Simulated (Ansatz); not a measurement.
## C2H5IOSi, SMILES OC1(I)C[SiH2]1: a comparison of dispersion corrections, step by step

Computed with the Ansatz DFT code, driven from Python.

The script reads `c2h5iosi.xyz`:
```text
10

O    -0.77280    0.65340    1.53690
C     0.19300    0.33150    0.57870
I     2.11940    0.69320    1.23430
C     0.02190   -0.92490   -0.14740
Si   -0.11920    0.63720   -1.22630
H    -0.63790    0.30040    2.38530
H    -0.99260   -1.40780   -0.05240
H     0.80370   -1.56540   -0.43350
H    -1.50580    0.72720   -1.69010
H     0.97330    0.50400   -2.18250
```

The cells in order, each with its output:

```python
import ansatz as az
```

```python
molecule = az.Crystal.molecule_from_extxyz("c2h5iosi.xyz")
```

```python
calculation = molecule.calculation().basis(gaussian="def2-SVP")
for name in ["blyp", "revpbe"]:
    for correction in ("d3bj", "d4"):
        summary = calculation.functional(name, dispersion=correction).run(threads=1, pin="off").report
        print(f"{name:8s} {correction:5s} total {summary['free_energy_ev']:.5f} eV, of which dispersion {1000 * summary['dispersion']['energy']['ev']:.2f} meV")
```

    blyp     d3bj  total -20170.25476 eV, of which dispersion -632.94 meV
    blyp     d4    total -20170.25017 eV, of which dispersion -628.34 meV
    revpbe   d3bj  total -20171.90552 eV, of which dispersion -677.39 meV
    revpbe   d4    total -20172.03927 eV, of which dispersion -811.15 meV

Reading the output:
- The settings weren't tested for convergence.
- The geometry is a force-field or estimated start, not a minimum of this method, and the basis set is short of its limit. D4 holds the three-body term, and d3bj doesn't.
- def2 sets replace the cores of elements past krypton by effective core potentials.
- Run time: 6 s on 1 thread of AMD EPYC 9R45 96-Core Processor (Zen 5), with other jobs on the host, peak memory 0.22 GiB.

(Lines on the test bed's own set-up are left out of the output.)
